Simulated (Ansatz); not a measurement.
# TiO₂, space group I4_1/amd: a calculation of the elastic constants

Run with Ansatz 0.2.0 through its Python package.

`tio2_elastic.py`:
```python
import ansatz
import numpy as np

vectors = np.array([
    [-1.8921, 1.8921, 4.7573],
    [1.8921, -1.8921, 4.7573],
    [1.8921, 1.8921, -4.7573],
])
cell = (
    ansatz.Lattice.of(vectors)
    .atom('Ti', [0.0, 0.0, 0.0])
    .atom('Ti', [0.75, 0.25, 0.5])
    .atom('O', [0.2081, 0.2081, 0.0])
    .atom('O', [0.9581, 0.4581, 0.5])
    .atom('O', [0.5419, 0.0419, 0.5])
    .atom('O', [0.7919, 0.7919, 0.0])
)

model = (
    cell.calculation()
    .functional('PBE')
    .occupations('Fixed')
    .kpoints(8, 8, 8)
)
res = model.elastic('relaxed_ion', amplitude=0.005).run()
elastic = res.elastic

print('C_ij (GPa), Voigt order xx yy zz yz xz xy')
for row in elastic.c_gpa:
    print(' '.join(f'{value:8.1f}' for value in row))
print('smallest eigenvalue of C:', round(elastic.stability.min_eigenvalue_gpa, 1), 'GPa; tensor positive definite:', elastic.stability.min_eigenvalue_gpa > 0)
if elastic.stability.min_eigenvalue_gpa > 0:
    m = elastic.moduli
    anisotropy = 5 * m.g_voigt_gpa / m.g_reuss_gpa + m.k_voigt_gpa / m.k_reuss_gpa - 6
    print(f'Voigt K {m.k_voigt_gpa:.1f} G {m.g_voigt_gpa:.1f}; Reuss K {m.k_reuss_gpa:.1f} G {m.g_reuss_gpa:.1f}; universal anisotropy index {anisotropy:.3f}')
```

Running `python tio2_elastic.py` prints:
```text
DeckWarning: basis.ecutwfc = 420 eV, auto-derived from the records' recommended cutoffs: set by Ti (normal level)
C_ij (GPa), Voigt order xx yy zz yz xz xy
   365.1    162.1    153.4      0.0     -0.0     -0.0
   162.1    365.1    153.4     -0.0     -0.0      0.0
   153.6    153.6    195.4      0.0     -0.0     -0.0
     0.0     -0.0      0.0     44.8     -0.0      0.0
    -0.0      0.0     -0.0      0.0     44.8      0.0
    -0.0      0.0      0.0      0.0     -0.0     60.6
smallest eigenvalue of C: 44.8 GPa; tensor positive definite: True
Voigt K 207.1 G 60.5; Reuss K 183.8 G 53.6; universal anisotropy index 0.765
```
(Warnings from the package without file and line.)

What to keep in mind:
- The run is spin-unpolarised.
- Under fixed occupations the level called the Fermi level is the highest filled one on the SCF mesh; off the mesh a filled band can lie a little above it.
- A positive definite tensor excludes instabilities under uniform strain alone; phonons elsewhere in the zone can still be imaginary.
- The structure is a deposited one; some such entries were measured under pressure or heat, so a shift against it needn't be the functional's error alone.
- The constants belong to the cell that was strained; where it wasn't relaxed first it may be under stress.
- The whole script took 16 min on 1 thread of Arm Neoverse V2, on a shared host, peak memory 0.65 GiB.
